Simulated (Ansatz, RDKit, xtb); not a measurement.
# C2H8ClGaSi: ranking a sample of isomers

A sample of isomers of C2H8ClGaSi is drawn. Aim: find which of them has the lowest free energy at 298.15 K, then its properties. The sample is small against all isomers, and the most stable one of this formula need not be in it.

Plan: many cheap relaxations first (GFN2-xTB), then density-functional screening, relaxation at B3LYP/def2-SVP, vibrations (at GFN2-xTB) and a final energy. The numbers are computed, not measured.

### Step 1. Candidates

Isomers were taken from a list of plausible structures; this is a sample, not all of them. That gives 4 candidates.

```csv
label,SMILES,spin
c020,[CH3][Ga]([Cl])[CH2][SiH3],singlet
c064,[SiH3][CH2][GaH][CH2]Cl,singlet
c450,[CH3][Ga]([SiH3])[CH2]Cl,singlet
c855,[CH3][GaH][C@@H]([SiH3])Cl,singlet
```

Candidates are built by distance geometry, with a force field where one applies, in up to four conformers (letters a to d).

Q: Predict the outcome of this search (final energies at CCSD(T)/def2-SVP + MP2/def2-TZVPP - MP2/def2-SVP).

| quantity | value |
| --- | --- |
| lowest structure found | [CH3][Ga]([Cl])[CH2][SiH3], singlet |
| next finalist | [CH3][Ga]([SiH3])[CH2]Cl, singlet, 46.6 kcal/mol higher in G |
| share at equilibrium, among the finalists | 100.0 % |

The lowest structure found is `[CH3][Ga]([Cl])[CH2][SiH3]`. The margin of 46.6 kcal/mol over the next finalist is beyond the usual error of the last level; it says nothing of structures that weren't ranked. B3LYP/def2-SVP, HF/def2-SVP and MP2/def2-SVP already put its bonding pattern lowest among the structures in one piece. 2 minima inside the window were never screened. Lowest found is not proven lowest: the search is finite, and each finalist counts with one conformer. Only 4 drawn patterns were tried, so whole families of isomers are missing, and the result ranks this sample alone. The lowest isomer need not be the one that is made and kept in a bottle, which depends on barriers.
